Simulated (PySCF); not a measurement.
# C6H7NS: the cost of one run

The runs use PySCF 2.14.0, with density-fitted response routines of our own; the level of theory stands in each step. All values are computed, except where a source is named. Atoms are numbered from 0 throughout.

**1. The molecule as given**

15 atoms, charge 0, multiplicity 1; geometry from: GFN2-xTB.

Bonds of the start (Å): C0–S1 1.82, S1–C2 1.76, C2–C3 1.40, C3–C4 1.38, C4–N5 1.32, N5–C6 1.32, C6–C7 1.39, C7–C2 1.39, C0–H8 1.09, C0–H9 1.09, C0–H10 1.09, C3–H11 1.08, C4–H12 1.08, C6–H13 1.08, C7–H14 1.08.

**2. Optimising the geometry at PBE0-D3(BJ)/def2-SVP**

The job: settings as JSON, then the geometry in Å.

```
{"job": {"xc": "PBE0", "basis": "def2-SVP", "d3": "d3bj", "grid": 1, "kind": "geom"}, "charge": 0, "multiplicity": 1}
C      2.721373     0.272573    -0.157336
S      1.636492    -1.176621    -0.292871
C      0.019851    -0.514657    -0.077287
C     -1.049407    -1.407587    -0.151665
C     -2.330469    -0.918434     0.015903
N     -2.605250     0.357603     0.239894
C     -1.588756     1.197396     0.305399
C     -0.261315     0.825646     0.159106
H      2.628898     0.714092     0.830735
H      3.730110    -0.102302    -0.301017
H      2.481865     0.990141    -0.936618
H     -0.868812    -2.454229    -0.338733
H     -3.185040    -1.580189    -0.031982
H     -1.847261     2.233211     0.484699
H      0.513305     1.571348     0.229860
```

Started as:

```
> OMP_NUM_THREADS=1 python probes_run.py task.json out
```

The driver reads the jobs from task.json and runs them one after another.

**Question.** How long does this first job take on 1 thread of Arm Neoverse V1, shared host, and how much memory does it need?

About 62 s, with a peak of 0.6 GiB.
